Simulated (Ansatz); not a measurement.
# CHGeO (quartet): wave-function methods side by side, cc-pVDZ

How much of the correlation energy of CHGeO (quartet) does each wave-function method recover here?

Method: cc-pVDZ, core rule «outside noble gas», up to 16 orbitals frozen; program: Ansatz 0.2.0, Gaussian basis.

To be run: UHF; CCSD(T) on ROHF; CCSD(T) on UHF; BCCD(T) on ROHF; CISD; CCSDT(Q) on ROHF; CCSDT(Q) on UHF.

22 further runs of the same task are left out: 11 that didn't finish, 11 set aside as unsound or not needed.

## (1) What is computed

The geometry is a PBE0/def2-TZVP stationary point (not a proven minimum). No spin-orbit coupling is included. The filled d shell of Ge may be among the frozen orbitals whatever the setting's name suggests; the logs give the count.

4 atoms, charge 0, spin multiplicity 4.

Atoms are counted from 1 here; the program's logs count them from 0.

Bond lengths: C1–Ge2 1.966 Å, Ge2–O3 1.786 Å, O3–H4 0.962 Å. Angles: C1–Ge2–O3 99.3°, Ge2–O3–H4 113.3°.

## (2) UHF

in.yaml

```yaml
crystal:
  periodic: [false, false, false]
  atoms:
    - {symbol: C, position_ang: [0.000000, -1.033092, 1.493061]}
    - {symbol: Ge, position_ang: [0.000000, 0.334803, 0.081537]}
    - {symbol: O, position_ang: [0.000000, -0.729085, -1.353363]}
    - {symbol: H, position_ang: [0.000000, -0.245076, -2.185226]}
basis:
  gaussian: {orbitals: cc-pVDZ}
magnetization: {spin_polarized: true, initial_magnetization: 3}
hamiltonian: {xc: hf}
output: {orbitals: {seedname: orbitals}}
```

Run with:

```console
$ ansatz run in.yaml --threads 1 --pin off --events-out ev --progress --plain --max-ram 2393MiB
```

After this run come: CCSD(T) on ROHF; CCSD(T) on UHF; BCCD(T) on ROHF; CISD; CCSDT(Q) on ROHF; CCSDT(Q) on UHF.

Before running them: what should the planned runs give, taken together? Wanted: UCCSDT(Q) below the RHF energy; RMP2 from UCCSDT(Q); UMP2 from UCCSDT(Q); RCCSD from UCCSDT(Q); RCCSD(T) from UCCSDT(Q); UCCSD(T) from UCCSDT(Q); RCCSDT(Q) from UCCSDT(Q); T1 diagnostic.

**Answer**, as computed:

| quantity | value |
| --- | --- |
| UCCSDT(Q) below the RHF energy | -10.1310 eV |
| RMP2 from UCCSDT(Q) | +122.7 kJ/mol |
| UMP2 from UCCSDT(Q) | +120.6 kJ/mol |
| RCCSD from UCCSDT(Q) | +37.0 kJ/mol |
| RCCSD(T) from UCCSDT(Q) | +8.2 kJ/mol |
| UCCSD(T) from UCCSDT(Q) | +7.9 kJ/mol |
| RCCSDT(Q) from UCCSDT(Q) | +0.6 kJ/mol |
| levels within 1 kcal/mol (43 meV) | RCCSDT, UCCSDT, RCCSDT(Q) |
| T1 diagnostic | 0.039 |

RCCSD(T) misses by +8.2 kJ/mol, 0.8 % of the correlation energy. These misses are within one basis, not against nature; the frozen cores of restricted and unrestricted runs differ, which can shift their rows.
